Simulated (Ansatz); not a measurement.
## ClGeH5OSi, SMILES Cl[SiH2][O][GeH3]: vertical energies of changing the electron count, step by step

Program: Ansatz 0.2.0 through its Python package.

Contents of `clgeh5osi.xyz`:
```text
9

Cl   -0.72470    2.18060   -2.32910
Si    0.04490    1.07770   -0.79390
O    -0.96920   -0.30190   -0.54380
Ge   -0.07250   -1.19200    0.79960
H     1.41010    0.66090   -1.19490
H     0.10360    1.91720    0.42600
H     1.31350   -1.62180    0.39040
H    -0.93190   -2.46110    1.10720
H    -0.08530   -0.30590    2.12140
```

Notebook, run cell by cell (the value of a cell's last expression is shown):

In [1]:
```python
import ansatz
```

In [2]:
```python
def energy_of(molecule, charge=0, unpaired=0):
    calc = (
        molecule.calculation()
        .basis(gaussian="def2-SVPD")
        .functional("B3LYP", dispersion="d4")
    )
    if charge:
        calc = calc.charge(charge)
    if unpaired:
        calc = calc.spin("collinear", total=unpaired)
    report = calc.run().report
    if report["published_state_doubts"]:
        print("  doubts:", report["published_state_doubts"])
    return report["free_energy_ev"]

molecule = ansatz.Crystal.molecule_from_extxyz("clgeh5osi.xyz")
```

In [3]:
```python
# total-energy differences at one geometry
parent = energy_of(molecule, 0, 0)
cation = energy_of(molecule, 1, 1)
print(f"E(N)   = {parent:.5f} eV")
print(f"E(N-1) = {cation:.5f} eV  (1 unpaired)")
print(f"vertical ionisation energy {cation - parent:.3f} eV")
anion = energy_of(molecule, -1, 1)
print(f"E(N+1) = {anion:.5f} eV  (1 unpaired)")
print(f"vertical electron affinity {parent - anion:.3f} eV" + ("" if anion < parent else " (unbound in this basis)"))
print(f"fundamental gap IP - EA = {cation + anion - 2 * parent:.3f} eV")
```
```text
E(N)   = -79037.07443 eV
E(N-1) = -79026.29959 eV  (1 unpaired)
vertical ionisation energy 10.775 eV
E(N+1) = -79036.50539 eV  (1 unpaired)
vertical electron affinity -0.569 eV (unbound in this basis)
fundamental gap IP - EA = 11.344 eV
```

At this unrelaxed geometry removing an electron costs 10.77 eV and an added one is unbound in this basis (by 0.57 eV).

Notes:
- Total energies depend on the basis set; only differences at equal settings carry meaning.
- The geometry is a force-field or estimated start, not a minimum of this method, and the basis set is short of its limit. All parts are taken at fixed geometry, without zero-point energy. At an unrelaxed start these energies can be a whole eV from those at the minimum, and a small affinity can change sign.
- b3lyp holds the VWN-RPA fit, as in Gaussian; the form of ORCA and Turbomole is b3lyp5.
- A negative electron affinity means that the anion is unbound here; its size hangs on the basis and tends to about zero as the basis grows, and so does its part in any gap built on it.
- It ran for 2.2 min on 1 thread of Arm Neoverse V1 (shared host), peak memory 0.71 GiB.
